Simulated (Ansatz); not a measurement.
# FH3SSi2: the cost of one run

All numbers are computed with the Python package of Ansatz 0.2.0. The levels of theory stand in the script.

### Step 1. The structure

Bond lengths: F1–Si2 1.562 Å, Si2–Si3 2.192 Å, Si2–S4 2.167 Å, Si3–S4 2.090 Å, Si2–H5 1.500 Å, Si3–H6 1.495 Å, Si3–H7 1.535 Å. Angles: F1–Si2–Si3 116.1°, F1–Si2–S4 109.3°, F1–Si2–H5 118.5°, Si3–Si2–S4 57.3°, Si3–Si2–H5 124.9°, S4–Si2–H5 109.1°, Si2–Si3–S4 60.8°, Si2–Si3–H6 122.8°, Si2–Si3–H7 121.7°, S4–Si3–H6 110.7°, S4–Si3–H7 107.9°, H6–Si3–H7 114.8°, Si2–S4–Si3 61.9°.

The script reads fh3ssi2.xyz:

```xyz
7

F    -2.25550    0.19160    0.33790
Si   -0.93530    0.41870   -0.46560
Si    0.92740   -0.06500    0.58360
S     0.08960   -1.47480   -0.71280
H    -1.01700    1.10970   -1.79440
H     0.95470   -0.58610    1.98490
H     2.29730    0.33790    0.02060
```

### Step 2. Script

methods_fh3ssi2.py

```python
# -*- coding: utf-8 -*-
"""One geometry of FH3SSi2, method by method."""

from pathlib import Path

import ansatz as az
import numpy as np


def main():
    geometry = az.Crystal.molecule_from_extxyz("fh3ssi2.xyz")

    base = geometry.calculation().basis(gaussian="def2-SVP")

    print("functional    E (Ha)        dipole (D)   HOMO (eV)  LUMO (eV)")
    for name in ["revpbe", "pbe", "r2scan", "b3lyp"]:
        r = base.functional(name).forces().orbitals().run(runs_dir="runs").report
        lines = Path(r["orbitals_path"]).read_text().splitlines()
        field_of = lambda key: [line.split("=")[1].strip() for line in lines if line.startswith(key)]
        orbitals = [(27.211386 * float(e), s, float(n)) for e, s, n in zip(field_of("Ene="), field_of("Spin="), field_of("Occup="))]
        homo = max(e for e, _, n in orbitals if n > 0.5)
        lumo = min(e for e, _, n in orbitals if n < 0.5)
        dipole = 4.803205 * np.linalg.norm(r["charge_distribution"]["dipole_moment_e_ang"])
        print(f"{name:10s} {r['free_energy_ev'] / 27.211386246:14.6f} {dipole:9.3f} {homo:11.3f} {lumo:10.3f}")


if __name__ == "__main__":
    main()
```

### Step 3. The calls as engine input

The package turns the script's settings into the engine's input (first run):

```yaml
crystal:
  periodic: [false, false, false]
  atoms:
    - { symbol: F, position_ang: [-2.2555, 0.1916, 0.3379] }
    - { symbol: Si, position_ang: [-0.9353, 0.4187, -0.4656] }
    - { symbol: Si, position_ang: [0.9274, -0.065, 0.5836] }
    - { symbol: S, position_ang: [0.0896, -1.4748, -0.7128] }
    - { symbol: H, position_ang: [-1.017, 1.1097, -1.7944] }
    - { symbol: H, position_ang: [0.9547, -0.5861, 1.9849] }
    - { symbol: H, position_ang: [2.2973, 0.3379, 0.0206] }
basis:
  gaussian:
    orbitals: def2-SVP
hamiltonian:
  xc: revpbe
output:
  orbitals: {}
  forces: true
```

### Step 4. Running it

Run with:

```console
$ python methods_fh3ssi2.py
```

**Question.** How long does this script take on 1 thread of Intel Xeon 6975P-C (Granite Rapids), shared host, and how much memory does it need?

About 6.4 s, with a peak of 0.24 GiB.
